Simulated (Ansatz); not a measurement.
# CH4FSeSi radical: a ladder of functionals and wavefunction methods

One table from this session's results is given with a row withheld; the runs are named, their logs left out.

The runs use Ansatz 0.2.0, Gaussian basis; functionals in def2-TZVPP, the program's frozen cores in correlated methods.

Levels to be run: LDA (SPW92), PBE-D4, revPBE-D4, BLYP-D4, r2SCAN-D4, B97M-V, PBE0-D4, B3LYP-D4, r2SCANh-D4, r2SCAN0-D4, HSE06-D4, BHLYP-D4, CAM-B3LYP-D4, LC-ωPBE, ωB97X-V, ωB97M-V, B2PLYP, PBE-QIDH; CCSD(T)/def2-SVP; CCSD(T)/def2-TZVPP; MP2/def2-QZVPP; extrapolation to the limit; RPA on PBE.

## The relaxed structure

The geometry comes from an earlier relaxation with PBE0-D4 in a triple-zeta def2 set; it is a stationary point, not always the lowest conformer.

SMILES `C[Se][SiH]F`, 8 atoms, charge 0, spin multiplicity 2.

Atoms are counted from 1 here; the program's logs count them from 0.

Bond lengths: C1–Se2 1.959 Å, C1–H5 1.087 Å, C1–H6 1.087 Å, C1–H7 1.088 Å, Se2–Si3 2.251 Å, Si3–F4 1.608 Å, Si3–H8 1.492 Å. Angles: Se2–C1–H5 110.0°, Se2–C1–H6 110.0°, Se2–C1–H7 106.1°, H5–C1–H6 110.9°, H5–C1–H7 109.8°, H6–C1–H7 109.9°, C1–Se2–Si3 98.3°, Se2–Si3–F4 112.6°, Se2–Si3–H8 105.9°, F4–Si3–H8 107.7°.

The first run:

Contents of in.yaml:

```yaml
crystal:
  periodic: [false, false, false]
  atoms:
    - {symbol: C, position_ang: [-0.378251, 1.293029, -0.497035]}
    - {symbol: Se, position_ang: [0.758371, 0.532553, 0.906302]}
    - {symbol: Si, position_ang: [0.102011, -1.613016, 0.727632]}
    - {symbol: F, position_ang: [0.440628, -2.244624, -0.712083]}
    - {symbol: H, position_ang: [-0.152046, 0.827214, -1.453008]}
    - {symbol: H, position_ang: [-1.426252, 1.160764, -0.238647]}
    - {symbol: H, position_ang: [-0.138572, 2.353947, -0.538048]}
    - {symbol: H, position_ang: [0.886310, -2.367068, 1.748987]}
basis:
  gaussian: {orbitals: def2-TZVPP}
magnetization: {spin_polarized: true, initial_magnetization: 1}
hamiltonian: {xc: lda}
output: {orbitals: {seedname: orbitals}}
```

On the command line:

```
$ ansatz run in.yaml --threads 2 --pin off --events-out ev --progress --plain --max-ram 20480MiB --backend cpu
```

Steps of the session up to this table: LDA; PBE-D4 (GGA); revPBE-D4 (GGA); BLYP-D4 (GGA); r2SCAN-D4 (meta-GGA); B97M-V (meta-GGA); PBE0-D4 (hybrid); B3LYP-D4 (hybrid); r2SCANh-D4 (hybrid); r2SCAN0-D4 (hybrid); HSE06-D4 (hybrid); BHLYP-D4 (hybrid); CAM-B3LYP-D4 (range-separated); LC-ωPBE (range-separated); ωB97X-V (range-separated); ωB97M-V (range-separated); B2PLYP (double hybrid); PBE-QIDH (double hybrid).

One table of the session follows, with a row left open; its other results are not shown here.

It belongs to the step «Frontier levels by functional». 

```
  functional  HOMO (eV)  LUMO (eV)  gap (eV)
 LDA (SPW92)          ?          ?         ?
      PBE-D4      -5.00      -3.54      1.45
   revPBE-D4      -4.97      -3.40      1.57
     BLYP-D4      -4.80      -3.57      1.23
   r2SCAN-D4      -5.34      -3.13      2.21
      B97M-V      -5.12      -3.65      1.47
     PBE0-D4      -6.14      -2.68      3.46
    B3LYP-D4      -5.87      -3.07      2.80
  r2SCANh-D4      -5.76      -2.84      2.92
  r2SCAN0-D4      -6.38      -2.41      3.97
    HSE06-D4      -5.74      -3.06      2.68
    BHLYP-D4      -7.10      -1.93      5.17
CAM-B3LYP-D4      -7.34      -1.82      5.52
     LC-ωPBE      -8.73      -0.42      8.31
     ωB97X-V      -8.25      -0.95      7.30
     ωB97M-V      -7.91      -1.11      6.80
```

Estimate the missing values for LDA (SPW92).

**Answer.** HOMO (eV): -5.00; LUMO (eV): -3.96; gap (eV): 1.04.
